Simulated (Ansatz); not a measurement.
Turn this script for Ansatz 0.2.0 through its Python package into the input file that the command-line program reads.

`run_vcrelax.py`:
```python
"""Cell relaxation of MgPb2N2."""

import ansatz as az
from ase import Atoms
from ase.io import write
import matplotlib.pyplot as plt
import numpy as np
from pymatgen.core import Lattice, Structure
from pymatgen.io.ase import AseAtomsAdaptor

def edges_and_angles(cell):
    cell = np.asarray(cell)
    a, b, c = np.linalg.norm(cell, axis=1)
    cosines = cell[1] @ cell[2] / (b * c), cell[0] @ cell[2] / (a * c), cell[0] @ cell[1] / (a * b)
    return (a, b, c, *np.degrees(np.arccos(cosines)))


def main() -> None:
    pmg_structure = Structure(
        Lattice([(3.391744, 0.0, 0.0), (-1.695872, 2.937337, 0.0), (0.0, 0.0, 9.23496)]),
        ["Mg", "Pb", "Pb", "N", "N"],
        [
            (0.0, 0.0, 0.0),
            (2 / 3, 1 / 3, 0.28655),
            (1 / 3, 2 / 3, 0.71345),
            (2 / 3, 1 / 3, 0.861821),
            (1 / 3, 2 / 3, 0.138179),
        ],
    )
    system = az.Crystal.from_ase(AseAtomsAdaptor.get_atoms(pmg_structure))

    # shape and ions at fixed volume
    job = (
        system.calculation()
        .functional("pbe")
        .basis(420)
        .kpoints(6, 6, 2)
        .occupations("fixed")
        .relax(force_tolerance=0.05, max_steps=30, fix_cell=["volume"])
        .stress()
    )
    steps = []


    def follow(event):
        if event["event"] != "relax_step":
            return
        row = event["data"]
        steps.append(row)
        print(f"step {row['step']:3d}  E = {row['lagrangian_ev']:.5f} eV  largest force component = {row['allowed_force_max_ev_ang']:.4f} eV/A  P = {row['pressure_gpa']:.3f} GPa")


    outcome = job.session().plan(threads=1).execute(on_event=follow)
    r = outcome.report

    first, last = steps[0], steps[-1]
    symbols = [site.symbol for site in outcome.lattice.sites]
    print(f"energy gained {first['lagrangian_ev'] - last['lagrangian_ev']:.4f} eV in {len(steps) - 1} steps")
    for label, vectors in (("before", first["cell_ang"]), ("after", outcome.lattice.cell_ang)):
        print(label, "a b c (A) {:.4f} {:.4f} {:.4f}  angles {:.2f} {:.2f} {:.2f}".format(*edges_and_angles(vectors)), f" V = {abs(np.linalg.det(vectors)):.3f} A^3")
    print("final stress xx yy zz (GPa, compression positive):", np.round(np.diag(r["stress_gpa"]), 3) + 0.0)

    fig, (top, bottom) = plt.subplots(2, 1, sharex=True, figsize=(4.5, 4))
    top.plot([s["lagrangian_ev"] - last["lagrangian_ev"] for s in steps], "o-")
    top.set_ylabel("E - E(final) (eV)")
    bottom.semilogy([max(s["allowed_force_max_ev_ang"], 1e-6) for s in steps], "s-")
    bottom.set(xlabel="step", ylabel="largest force (eV/A)")
    fig.tight_layout()
    fig.savefig("relax.png", dpi=100)

    relaxed = Atoms(symbols, positions=[site.position_ang for site in outcome.lattice.sites], cell=outcome.lattice.cell_ang, pbc=True)
    write("relaxed.cif", relaxed, format="cif")

    energy = r["free_energy_ev"]
    print("MgPb2N2: {:.6f} eV = {:.6f} Ry = {:.6f} Ha".format(energy, energy / 13.605693, energy / 27.211386))
    print("Fermi level {:.4f} eV, {} k-points, {} symmetry operations".format(r["fermi_energy_ev"], r["n_kpoints"], r["n_symmetry_ops"]))

    terms = r["components"]
    print({name: round(terms[name], 3) for name in ("e_kinetic", "e_hartree", "e_xc", "e_local", "e_nonlocal")})

    # principal values and the von Mises stress of the deviator
    principal = np.linalg.eigvalsh(np.array(r["stress_gpa"]))
    mises = np.sqrt(0.5 * sum((principal[i] - principal[i - 1]) ** 2 for i in range(3)))
    print("principal stresses (GPa, compression positive):", np.round(principal, 3))
    print(f"mean {principal.mean():.3f} GPa, von Mises {mises:.3f} GPa, PV = {principal.mean() * r['setup']['cell_volume_ang3'] / 160.21766:.4f} eV")


if __name__ == "__main__":
    main()
```

```console
$ python run_vcrelax.py
step   1  E = -26504.25038 eV  largest force component = 0.0539 eV/A  P = -0.124 GPa
step   2  E = -26504.25050 eV  largest force component = 0.0499 eV/A  P = 0.214 GPa
step   3  E = -26504.25058 eV  largest force component = 0.0159 eV/A  P = 0.052 GPa
step   4  E = -26504.25071 eV  largest force component = 0.0006 eV/A  P = 0.059 GPa
step   5  E = -26504.25079 eV  largest force component = 0.0006 eV/A  P = 0.059 GPa
energy gained 0.0004 eV in 4 steps
before a b c (A) 3.3917 3.3917 9.2350  angles 90.00 90.00 120.00  V = 92.005 A^3
after a b c (A) 3.3892 3.3892 9.2491  angles 90.00 90.00 120.00  V = 92.005 A^3
final stress xx yy zz (GPa, compression positive): [0.05  0.05  0.077]
MgPb2N2: -26504.250789 eV = -1948.026520 Ry = -974.013260 Ha
Fermi level 9.3737 eV, 14 k-points, 12 symmetry operations
{'e_kinetic': 912.783, 'e_hartree': 1857.975, 'e_xc': -590.592, 'e_local': -4709.881, 'e_nonlocal': 887.386}
principal stresses (GPa, compression positive): [0.05  0.05  0.077]
mean 0.059 GPa, von Mises 0.027 GPa, PV = 0.0341 eV
```

`input.yaml`:
```yaml
crystal:
  lattice:
    - [3.391744, 0.0, 0.0]
    - [-1.695872, 2.937337, 0.0]
    - [0.0, 0.0, 9.23496]
  atoms:
    - { symbol: Mg, position: [0.0, 0.0, 0.0] }
    - { symbol: Pb, position: [0.6666666666666666, 0.3333333333333333, 0.28655] }
    - { symbol: Pb, position: [0.3333333333333333, 0.6666666666666666, 0.71345] }
    - { symbol: "N", position: [0.6666666666666666, 0.3333333333333333, 0.861821] }
    - { symbol: "N", position: [0.3333333333333333, 0.6666666666666666, 0.138179] }
basis:
  ecutwfc: 420.0
kpoints:
  mp_grid:
    grid: [6, 6, 2]
hamiltonian:
  xc: pbe
scf:
  occupations:
    method: fixed
relax:
  f_tol: 0.05
  max_steps: 30
  cell:
    fix: [volume]
output:
  stress: true
```

Caveats:
- The input holds a mistake (unknown cell word), so what it prints is no property of MgPb2N2.
- The energy terms are those on the plane-wave grid, with the one-centre PAW part apart; the terms shown are only some of the summands, so they needn't add up to F.
- Part of the cell is held or a pressure is applied, so the end point needn't be the zero-pressure lattice.
- With fixed filling the reported Fermi level is the top filled level among the k-points of the SCF.
- Only differences from the Fermi energy are physical; the zero of the scale is a convention.
- Energies along a relaxation are free energies. Rows at an unchanged volume are solved on a plane-wave basis chosen afresh for that cell, so the energy jumps there and such rows are no steps of the walk.
- The structure is layered, and without a dispersion term the spacing of the layers is poorly determined.
- Spin-orbit coupling, which matters for elements this heavy, is left out.
- This cell is a computed structure, which may not be the phase found in nature.
- Finished in 10 s on 1 thread of Arm Neoverse V1, on a shared host, peak memory 0.51 GiB.

(A comment or docstring line of the script was reworded after the run, the code is as it ran; lines on the test bed's own set-up are left out of the output.)
